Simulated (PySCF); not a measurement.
# Changing the system itself: HgS

Aim: change spin, charge, geometry, field or solvent of HgS, one at a time, and compare with the base run.

The runs use PySCF 2.14.0; method and basis as typed in the scripts.

1 further run of the same task is left out (for a known fault of the program).

### 1 Where the work starts

HgS: 2 atoms, charge 0, spin multiplicity 1.

Bond lengths: Hg1–S2 2.524 Å.

### 2 Base script

File input.py:

```python
from pyscf import gto, scf, mp

mol = gto.M(
    atom='Hg 0 0 0; S 0 0 2.524',
    basis='jorge-dzp',
    charge=0,
    spin=0,
    symmetry=True,
    verbose=3,
)
mf = scf.RHF(mol)
mf.kernel()
mp.MP2(mf, frozen=28).kernel()
mf.dip_moment()
print('orbital energies (hartree):', mf.mo_energy[..., max(0, mol.nelec[1]-3):mol.nelec[0]+3].round(4))
```

The run is started by

```bash
OMP_NUM_THREADS=1 python input.py
```

Its log is not repeated here.

It gives: E(SCF) = -18786.266665 Eh, E(MP2) − E(SCF) = -0.52686 Eh, μ = 7.71 D (of the SCF density).

No relativity is included for the heavy element. The bond length is a typed value, not an optimised one.

### 3 Triplet (UHF)

Edit 1 changes spin (2S): 0 → 2; SCF type: RHF → UHF.

File input.py:

```python
from pyscf import gto, scf, mp

mol = gto.M(
    atom='Hg 0 0 0; S 0 0 2.524',
    basis='jorge-dzp',
    charge=0,
    spin=2,
    symmetry=True,
    verbose=3,
)
mf = scf.UHF(mol)
mf.kernel()
mp.MP2(mf, frozen=28).kernel()
mf.dip_moment()
print('orbital energies (hartree):', [e[max(0, n-3):n+3].round(4) for e, n in zip(mf.mo_energy, mol.nelec)])
```

The run is started by

```bash
OMP_NUM_THREADS=1 python input.py
```

### 4 Bond 2.448 Å

Edit 2 changes bond length: 2.524 Å → 2.448 Å.

Edit input.py of step 2 so:

```diff
@@ -3,3 +3,3 @@
 mol = gto.M(
-    atom='Hg 0 0 0; S 0 0 2.524',
+    atom='Hg 0 0 0; S 0 0 2.448',
     basis='jorge-dzp',
```

### 5 Bond 2.827 Å

Edit 3 changes bond length: 2.524 Å → 2.827 Å.

Edit input.py of step 2 so:

```diff
@@ -3,3 +3,3 @@
 mol = gto.M(
-    atom='Hg 0 0 0; S 0 0 2.524',
+    atom='Hg 0 0 0; S 0 0 2.827',
     basis='jorge-dzp',
```

### 6 Electric field 0.2 a.u.

Edit 4 changes electric field: none → 0.2 a.u.; point-group symmetry: on → off.

Edit input.py of step 2 so:

```diff
@@ -7,3 +7,2 @@
     spin=0,
-    symmetry=True,
     verbose=3,
@@ -11,2 +10,7 @@
 mf = scf.RHF(mol)
+field = 0.2  # electric field along z, atomic units
+h = mf.get_hcore() + field*mol.intor('int1e_r')[2]
+mf.get_hcore = lambda *args: h
+e_nuc = mol.energy_nuc() - field*mol.atom_charges() @ mol.atom_coords()[:, 2]
+mf.energy_nuc = lambda *args: e_nuc
 mf.kernel()
```

Q: Predict the outcome of this session. Wanted: for each run, E(SCF); from base; gap, α spin; SCF dipole; after the SCF.

The runs gave:

```
                                  run  E(SCF) (hartree)  from base (eV)  gap, α spin (eV)  SCF dipole (D)                            after the SCF
                                 base     -18786.266665               0              7.28            7.71  MP2 correlation -14.336 eV, core frozen
                        triplet (UHF)     -18786.242900         +0.6467              8.64            6.72  MP2 correlation -13.169 eV, core frozen
                         bond 2.448 Å     -18786.268445         -0.0485              7.23            7.91  MP2 correlation -14.405 eV, core frozen
                         bond 2.827 Å     -18786.252639         +0.3817              7.31            6.62  MP2 correlation -14.063 eV, core frozen
electric field 0.2 a.u. (poor choice)     -18788.408882  not comparable              3.84           52.66  MP2 correlation -14.809 eV, core frozen
```

What this shows: The largest comparable shift of the SCF energy, +0.647 eV, comes with the run “triplet (UHF)”. The triplet solution found lies 0.65 eV above the base singlet at this geometry and level. Rows marked «poor choice» come from settings spoiled on purpose.
